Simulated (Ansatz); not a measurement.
# FH4NSSi: the cost of one run

Method: RKS PBE-D4/6-31G, in Ansatz 0.2.0.

**1. The structure to begin with**

Bond lengths: N1–Si2 1.626 Å, Si2–F3 1.584 Å, Si2–S4 2.089 Å, N1–H5 1.020 Å, N1–H6 1.065 Å, Si2–H7 1.487 Å, S4–H8 1.305 Å. Angles: N1–Si2–F3 105.4°, N1–Si2–S4 108.8°, N1–Si2–H7 110.1°, F3–Si2–S4 107.5°, F3–Si2–H7 111.1°, S4–Si2–H7 113.5°, Si2–N1–H5 110.8°, Si2–N1–H6 109.5°, H5–N1–H6 100.1°, Si2–S4–H8 98.3°.

Coordinates:

```xyz
8

N    -0.9695    0.8193    0.5726
Si    0.2930   -0.1536    0.2495
F     1.4067    0.7932   -0.3600
S    -0.2642   -1.5085   -1.2393
H    -0.6546    1.6973    0.9845
H    -1.3837    1.1787   -0.3405
H     0.7687   -0.8061    1.4977
H     0.8958   -2.0773   -1.4203
```

**2. End point A**

File input.yaml:

```yaml
crystal:
  periodic: [false, false, false]
  atoms:
    - { symbol: "N", position_ang: [-0.9695, 0.8193, 0.5726] }
    - { symbol: Si, position_ang: [0.293, -0.1536, 0.2495] }
    - { symbol: F, position_ang: [1.4067, 0.7932, -0.36] }
    - { symbol: S, position_ang: [-0.2642, -1.5085, -1.2393] }
    - { symbol: H, position_ang: [-0.6546, 1.6973, 0.9845] }
    - { symbol: H, position_ang: [-1.3837, 1.1787, -0.3405] }
    - { symbol: H, position_ang: [0.7687, -0.8061, 1.4977] }
    - { symbol: H, position_ang: [0.8958, -2.0773, -1.4203] }
basis:
  gaussian: { orbitals: "6-31G" }
hamiltonian:
  xc: pbe
  dispersion: d4
relax:
  f_tol: 0.02
  max_steps: 50
output:
  orbitals: {}
```

Started as:

```bash
> ansatz run input.yaml --threads 1 --pin off --max-ram 2048MiB --backend cpu --events-out ev --progress --plain --runs-dir out
```

**Question.** How long does this run take on 1 thread of Intel Xeon at 2.70GHz, shared host, and how much memory does it need?

About 35 s, with a peak of 0.16 GiB.
